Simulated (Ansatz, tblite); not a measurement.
# SiFCl3 (SiCl3F): rung by rung

The task here is to estimate one member of a computed series from the others.

Computed with Ansatz 0.2.0, Gaussian basis. Level: as each input shows.

The runs, in order: GFN1-xTB, GFN2-xTB, PBE-D4/def2-TZVP, r2SCAN-D4/def2-TZVP, BLYP-D4/def2-TZVP, B97M-V/def2-TZVP, ωB97X-V/def2-TZVP, LDA/def2-TZVP, CAM-B3LYP-D4/def2-TZVP, r2SCAN0-D4/def2-TZVP, ωB97M-V/def2-TZVP, PBE-D4/def2-SVP, PBE0-D4/def2-SVP, HF/STO-3G, HF/6-31G, B3LYP-D4/6-31G, PBE0-D4/def2-TZVPD, PBE-D4/def2-TZVPD, r2SCAN-D4/def2-TZVPD, CCSD(T)/def2-TZVPP, MP2/def2-TZVP, RPA/def2-TZVP.

## The relaxed structure

The singlet was relaxed beforehand with PBE-D4/def2-SVP.

5 atoms, charge 0, spin multiplicity 1.

Bond lengths: Si1–F2 1.619 Å, Si1–Cl3 2.043 Å, Si1–Cl4 2.043 Å, Si1–Cl5 2.043 Å. Angles: F2–Si1–Cl3 108.4°, F2–Si1–Cl4 108.4°, F2–Si1–Cl5 108.4°, Cl3–Si1–Cl4 110.6°, Cl3–Si1–Cl5 110.5°, Cl4–Si1–Cl5 110.5°.

PBE0-D4/def2-TZVP was run before; its log isn't repeated, and its numbers join the tables.

The first run:

Tight binding, by tblite at 300 K electronic temperature and without a spin-polarisation term:

```python
tblite.interface.Calculator('GFN1-xTB', numbers, positions, charge=0, uhf=0).singlepoint()
```

Tight binding, by tblite at 300 K electronic temperature and without a spin-polarisation term:

```python
tblite.interface.Calculator('GFN2-xTB', numbers, positions, charge=0, uhf=0).singlepoint()
```

start.molden holds the orbitals of an earlier run on this state, given as this run's starting guess.

Contents of in.yaml:

```yaml
crystal:
  periodic: [false, false, false]
  atoms:
    - {symbol: Si, position_ang: [0.000410, -0.000544, 0.062813]}
    - {symbol: F, position_ang: [0.008253, -0.016255, 1.681419]}
    - {symbol: Cl, position_ang: [1.936206, 0.010156, -0.590973]}
    - {symbol: Cl, position_ang: [-0.976434, 1.682357, -0.560406]}
    - {symbol: Cl, position_ang: [-0.968435, -1.675704, -0.592843]}
basis:
  gaussian: {orbitals: def2-TZVP, initial_orbitals: start.molden}
hamiltonian: {xc: pbe, dispersion: d4}
scf: {omitted_lower_state_checks: [starts]}
output: {orbitals: {seedname: orbitals}}
```

The run is started by

```sh
> ansatz run in.yaml --threads 4 --pin off --events-out ev --progress --plain --max-ram 3916MiB
```

Steps of the session up to this table: PBE-D4/def2-TZVP; r2SCAN-D4/def2-TZVP; BLYP-D4/def2-TZVP; B97M-V/def2-TZVP; ωB97X-V/def2-TZVP; LDA/def2-TZVP; CAM-B3LYP-D4/def2-TZVP; r2SCAN0-D4/def2-TZVP; ωB97M-V/def2-TZVP; PBE-D4/def2-SVP; PBE0-D4/def2-SVP; HF/STO-3G; HF/6-31G; B3LYP-D4/6-31G; PBE0-D4/def2-TZVPD; PBE-D4/def2-TZVPD; r2SCAN-D4/def2-TZVPD; CCSD(T)/def2-TZVPP; MP2/def2-TZVP; RPA/def2-TZVP.

One table of the session follows, with a row left open; its other results are not shown here.

It belongs to the step «Levels side by side». 

```
                 level  HOMO (eV)  gap (eV)
             HF/STO-3G     -11.79     17.23
              HF/6-31G     -13.77     15.51
         LDA/def2-TZVP      -8.37      6.33
       PBE-D4/def2-SVP      -8.03      6.63
      PBE-D4/def2-TZVP          ?         ?
     PBE-D4/def2-TZVPD      -8.28      6.32
     BLYP-D4/def2-TZVP      -8.04      6.39
   r2SCAN-D4/def2-TZVP      -8.61      7.25
  r2SCAN-D4/def2-TZVPD      -8.64      7.13
      B97M-V/def2-TZVP      -8.70      7.42
        B3LYP-D4/6-31G      -9.82      7.65
      PBE0-D4/def2-SVP      -9.57      9.14
     PBE0-D4/def2-TZVP      -9.67      8.94
    PBE0-D4/def2-TZVPD      -9.71      8.71
  r2SCAN0-D4/def2-TZVP      -9.93      9.42
CAM-B3LYP-D4/def2-TZVP     -11.03     11.43
     ωB97X-V/def2-TZVP     -12.09     13.68
     ωB97M-V/def2-TZVP     -11.91     13.27
```

Estimate the missing values for PBE-D4/def2-TZVP.

The run gave: HOMO (eV): -8.22; gap (eV): 6.46. In the column «HOMO (eV)» it lies between PBE-D4/def2-TZVPD (-8.28) and BLYP-D4/def2-TZVP (-8.04).
